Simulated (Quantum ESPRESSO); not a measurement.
PPt:

```
Pt P
1.0
     3.74303    0.00000    0.00000
    -1.87151    3.24156    0.00000
     0.00000    0.00000    6.35374
Pt P
2 2
Direct
  0.33333 0.66667 0.37190
  0.66667 0.33333 0.87190
  0.33333 0.66667 0.00310
  0.66667 0.33333 0.50310
```

The cell comes from a database or a generator and needn't be the stable form of this composition.

Base run:

- Program: Quantum ESPRESSO 7.5
- Functional: PBE
- Potentials or basis: SSSP 1.3 efficiency PBE
- Cutoff: 748 eV
- Density cutoff: 5987 eV
- k mesh: 8 × 8 × 4
- Occupations: fermi-dirac, width 0.05 eV
- Spin: no spin polarisation
- Hubbard terms: Pt d U = 6 eV

Its results: band gap on the k mesh none (metal or under the smearing width); pressure 1.8 GPa; largest force 0.124 eV/Å.

Question: The run is repeated on the same cell with these changes: hubbard terms from Pt d U = 6 eV to Pt d U = 2 eV. What comes out?

Answer: Band gap on the k mesh none (metal or under the smearing width); pressure 0.5 GPa; largest force 0.130 eV/Å.

Caveats: U without spin polarisation on a metal has little footing; the U is typed as a test and isn't derived for this compound.
